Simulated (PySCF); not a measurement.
**ZrN−: from the state search to spectroscopic constants**

An exercise on one series of results from a longer session: the logs are not shown, and one member is left open.

The runs use PySCF 2.14.0; Zr def2-TZVPPD with ECP28, N def2-TZVPPD, scalar-relativistic core potentials.

4 further runs of the same task are left out: 4 set aside as unsound or not needed.

The first run:

The job is set up so:

```
atoms                         : Zr, N
charge                        : -1
basis                         : Zr def2-TZVPPD with ECP28, N def2-TZVPPD
Hamiltonian                   : scalar-relativistic core potentials
basis functions               : 93
electrons treated             : 20
masses in u                   : 89.9047, 14.0031
levels                        : PBE0, PBE, r²SCAN, LDA, B97-3, r²SCANh, revPBE, r²SCAN0, ωB97X, MP2, CCSD, CCSD(T)
grid                          : 80 radial by 434 angular points
occupations                   : held fixed by the projection of orbital angular momentum
dissociation limit            : Zr− + N, each in its ground configuration
starting distance in angstrom : 2.160
values of 2S to try           : 0, 2, 4, 6, 8
```

The run is started by

```
$ OMP_NUM_THREADS=2 python dia.py task.json out
```

Among the steps run: Input; The PBE0 curve of the state that the search chose; PBE; r²SCAN; LDA; B97-3 (global hybrid GGA); r²SCANh (hybrid meta-GGA); revPBE; r²SCAN0; ωB97X (range-separated hybrid); Adding correlation.

One table of the session follows, with a row left open; its other results are not shown here.

It belongs to the step «The curves together». Energy (eV) from each level's lowest point:

| R (Å) | RHF-MP2 | RHF-CCSD | RHF-CCSD(T) | LDA | PBE |
| --- | --- | --- | --- | --- | --- |
| 1.472 | 2.621 | n/a | n/a | 2.094 | 2.210 |
| 1.540 | 1.390 | 0.965 | 1.141 | 0.995 | 1.078 |
| 1.608 | 0.609 | 0.330 | 0.443 | 0.349 | 0.398 |
| 1.660 | 0.255 | 0.086 | 0.149 | 0.095 | 0.120 |
| 1.711 | ? | ? | ? | ? | ? |
| 1.762 | 0.000 | 0.042 | 0.000 | 0.031 | 0.007 |
| 1.831 | 0.074 | 0.251 | 0.136 | 0.226 | 0.169 |
| 1.916 | 0.351 | 0.693 | 0.480 | 0.645 | 0.548 |
| 2.019 | 0.855 | 1.388 | 1.054 | 1.309 | 1.166 |
| 2.156 | 1.669 | n/a | n/a | 2.324 | 2.122 |

Estimate the missing values for R (Å) = 1.711.

Worked estimate for «RHF-MP2». A straight line through the neighbours (1.660, 0.255) and (1.762, 0.000) gives 0.255 + (0.000 − 0.255) × (1.711 − 1.660) / (1.762 − 1.660) = 0.127; a parabola fitted to 4 rows on both sides gives 0.067.

As computed: RHF-MP2: 0.063; RHF-CCSD: 0.000; RHF-CCSD(T): 0.012; LDA: 0.000; PBE: 0.000. In «RHF-MP2» the line misses by +0.064 and the parabola by +0.004.
